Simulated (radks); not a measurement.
**Valence configurations of Cd⁺**

An exercise on one series of results from a longer session: the logs are not shown, and one member is left open.

Method: Dirac Kohn-Sham, PBE, spin-unpolarised, spherical densities, point nucleus; open shells are shared between the two j in proportion to 2j + 1. Code: radks (a radial shooting solver on a logarithmic mesh, Libxc functionals) version 1.

## What is computed

```
element       : cadmium (Z = 48)
charge        : +1
electrons     : 47
configuration : [Kr] 4d10 5s1
others tried  : 4d10 5s0.5 5p0.5; 4d9 5s2; 4d10 5p1; 4d9 5s1 5p1; 4d8 5s2 5p1; 4d9.5 5s1 5p0.5; 4d9.5 5s1.5; 4d7.5 5s2 5p1.5; 4d8 5s1 5p2
```

Outer shells as boxes (Hund's rule):

Cd⁺
```
[Kr] core
4d [↑↓][↑↓][↑↓][↑↓][↑↓]
5s [↑ ]
```

The first run:

Input:

```text
Z 48
configuration [Kr] 4d10 5s1
relativity Dirac
functional pbe,pbe
spin unpolarised
j_filling average
nucleus point
c 137.035999084
```

Among the steps run: [Kr] 4d10 5s1.

One of the session's tables, all rows but one given; the rest of the session is left out.

It belongs to the step «[Kr] 4d10 5s1». From the orbitals of this run (lengths in bohr):

```
level     <r>  outermost maximum (interpolated)  90 % within  nodes
3d3/2  0.3327                             0.264        0.526      0
3d5/2  0.3362                             0.267        0.531      0
4s1/2  0.8794                             0.796         1.28      3
4p1/2  0.9394                             0.829         1.39      2
4p3/2  0.9704                             0.854         1.43      2
4d3/2   1.261                             0.975         2.00      1
4d5/2       ?                                 ?            ?      ?
5s1/2   2.651                              2.24         3.93      4
```

Estimate the missing values for 4d5/2.

The run gave: <r>: 1.280; outermost maximum (interpolated): 0.986; 90 % within: 2.04; nodes: 1. In the column «<r>» it lies between 4d3/2 (1.261) and 5s1/2 (2.651).
